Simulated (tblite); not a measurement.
# C4H6O2Si: the cost of one run

Computed with tblite 0.8.0 and PySCF 2.14.0, with density-fitted response routines of our own, on a single molecule in the gas phase. Atoms are numbered from 0 throughout.

## (1) The molecule as given

13 atoms, charge 0, multiplicity 1; geometry from: force field or distance geometry start.

Bonds of the start (Å): C0–C1 1.22, C1–C2 1.44, C2–O3 1.27, C2–C4 1.50, C4–Si5 1.87, Si5–O6 1.71, C0–H7 1.07, C4–H8 1.12, C4–H9 1.09, Si5–H10 1.48, Si5–H11 1.47, O6–H12 1.01.

## (2) Geometry optimisation with GFN2-xTB

What the job is given:

```
{"job": {"kind": "relax", "xc": "GFN2-xTB", "basis": "xTB"}, "charge": 0, "multiplicity": 1}
C      3.438000    -0.351500    -0.114300
C      2.226600    -0.375800    -0.268800
C      0.803600    -0.435800    -0.448200
O      0.251300    -1.330000    -1.160800
C     -0.112600     0.576300     0.173800
Si    -1.908100     0.280200    -0.240900
O     -2.704300    -0.057100     1.231600
H      4.498600    -0.304600     0.005100
H      0.204900     1.606700    -0.141500
H      0.006800     0.488100     1.252100
H     -2.465700     1.539500    -0.770700
H     -2.000800    -0.808800    -1.222200
H     -2.242700    -0.826700     1.687200
```

Command:

```bash
OMP_NUM_THREADS=1 python probes_run.py task.json out
```

This one command runs all jobs of the session in turn.

Q: Estimate the wall time and peak memory of this first job on 1 thread of Arm Neoverse N1, shared host.

About 1.5 s, with a peak of 0.18 GiB.
